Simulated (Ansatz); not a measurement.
# C₃H₉BFNO: vertical ionisation energy

How much energy removes an electron from C₃H₉BFNO at fixed geometry? The cation is run at each level and the neutral's energy taken from earlier runs.

Program: Ansatz 0.2.0, Gaussian basis. Level of theory: unrestricted cation, the program's frozen cores in correlated methods. These are calculated values, not measurements.

The runs, in order: UKS PBE-D4/def2-TZVPP; UKS r2SCAN-D4/def2-TZVPP; UKS PBE0-D4/def2-TZVPP; UKS B3LYP-D4/def2-TZVPP; UKS wB97X-V/def2-TZVPP; UKS wB97M-V/def2-TZVPP; UKS B2PLYP/def2-TZVPP; UHF-CCSD(T)/def2-TZVPP; UHF-MP2/def2-QZVPP; extrapolation to the limit; then −ε(HOMO) from the neutral's earlier runs with LDA (SPW92), PBE-D4, revPBE-D4, BLYP-D4, r2SCAN-D4, B97M-V, PBE0-D4, B3LYP-D4, r2SCANh-D4, r2SCAN0-D4, HSE06-D4, BHLYP-D4, CAM-B3LYP-D4, LC-ωPBE, ωB97X-V, ωB97M-V.

## 1. Structure used throughout

The geometry comes from an earlier relaxation with PBE0-D4 in a triple-zeta def2 set; it is a stationary point, not always the lowest conformer.

SMILES `CC(C)OB(N)F`, 16 atoms, charge 0, spin multiplicity 1.

Atoms are counted from 1 here; the program's logs count them from 0.

Bond lengths: C1–C2 1.515 Å, C1–H8 1.093 Å, C1–H9 1.093 Å, C1–H10 1.092 Å, C2–C3 1.512 Å, C2–O4 1.426 Å, C2–H11 1.096 Å, C3–H12 1.091 Å, C3–H13 1.092 Å, C3–H14 1.093 Å, O4–B5 1.358 Å, B5–N6 1.401 Å, B5–F7 1.347 Å, N6–H15 1.003 Å, N6–H16 1.003 Å. Angles: C2–C1–H8 110.2°, C2–C1–H9 110.6°, C2–C1–H10 110.8°, H8–C1–H9 108.5°, H8–C1–H10 108.6°, H9–C1–H10 108.1°, C1–C2–C3 112.6°, C1–C2–O4 109.7°, C1–C2–H11 109.0°, C3–C2–O4 107.4°, C3–C2–H11 109.3°, O4–C2–H11 108.8°, C2–C3–H12 110.7°, C2–C3–H13 110.5°, C2–C3–H14 110.3°, H12–C3–H13 108.5°, H12–C3–H14 108.3°, H13–C3–H14 108.5° and more.

## 2. Cation, UKS PBE-D4/def2-TZVPP

File in.yaml:

```yaml
crystal:
  periodic: [false, false, false]
  atoms:
    - {symbol: C, position_ang: [-0.512014, -1.672680, -0.160411]}
    - {symbol: C, position_ang: [0.062749, -0.495143, 0.599744]}
    - {symbol: C, position_ang: [1.383741, -0.819881, 1.259715]}
    - {symbol: O, position_ang: [0.289441, 0.591261, -0.296351]}
    - {symbol: B, position_ang: [-0.692129, 1.473625, -0.614651]}
    - {symbol: N, position_ang: [-0.453515, 2.510534, -1.526717]}
    - {symbol: F, position_ang: [-1.912723, 1.371647, -0.054114]}
    - {symbol: H, position_ang: [0.176974, -1.985182, -0.949154]}
    - {symbol: H, position_ang: [-0.676692, -2.519063, 0.510515]}
    - {symbol: H, position_ang: [-1.468224, -1.409876, -0.617195]}
    - {symbol: H, position_ang: [-0.655835, -0.178529, 1.364260]}
    - {symbol: H, position_ang: [1.774415, 0.051081, 1.788744]}
    - {symbol: H, position_ang: [1.263151, -1.635403, 1.976077]}
    - {symbol: H, position_ang: [2.117381, -1.123671, 0.508970]}
    - {symbol: H, position_ang: [0.436034, 2.636004, -1.972416]}
    - {symbol: H, position_ang: [-1.155756, 3.182675, -1.772617]}
basis:
  gaussian: {orbitals: def2-TZVPP}
total_charge: 1
magnetization: {spin_polarized: true, initial_magnetization: 1}
hamiltonian: {xc: pbe, dispersion: d4}
```

Run with:

```bash
> ansatz run in.yaml --threads 2 --pin off --events-out ev --progress --plain --max-ram 20480MiB --backend cuda --devices 0, --max-vram 18GiB
```

After this run come: Cation, UKS r2SCAN-D4/def2-TZVPP; Cation, UKS PBE0-D4/def2-TZVPP; Cation, UKS B3LYP-D4/def2-TZVPP; Cation, UKS wB97X-V/def2-TZVPP; Cation, UKS wB97M-V/def2-TZVPP; Cation, UKS B2PLYP (frozen core)/def2-TZVPP; Cation, UHF-CCSD(T)/def2-TZVPP; Cation, UHF-MP2/def2-QZVPP.

Before running them: what should the planned runs give, taken together? Wanted: ionisation energy, CCSD(T)/CBS; nearest functional by difference; nearest −ε(HOMO); −ε(HOMO) of PBE; T1 of the cation.

The runs gave:

```
                        quantity               value
  ionisation energy, CCSD(T)/CBS            10.22 eV
nearest functional by difference  ωB97X-V (-0.23 eV)
                nearest −ε(HOMO)  ωB97X-V (-0.16 eV)
                 −ε(HOMO) of PBE             6.11 eV
                T1 of the cation               0.042
```

In words: Energy differences with functionals land within 0.96 eV of the reference. The PBE orbital energy is 4.1 eV too small: a semilocal HOMO is no ionisation energy. Among orbital estimates ωB97X-V comes nearest. Hartree-Fock falls 1.16 eV short, as the neutral has more correlation energy than the cation. The cation's T1 (from the report) is 0.042, near the customary mark of 0.045 for open shells, so the coupled-cluster value is less safe.
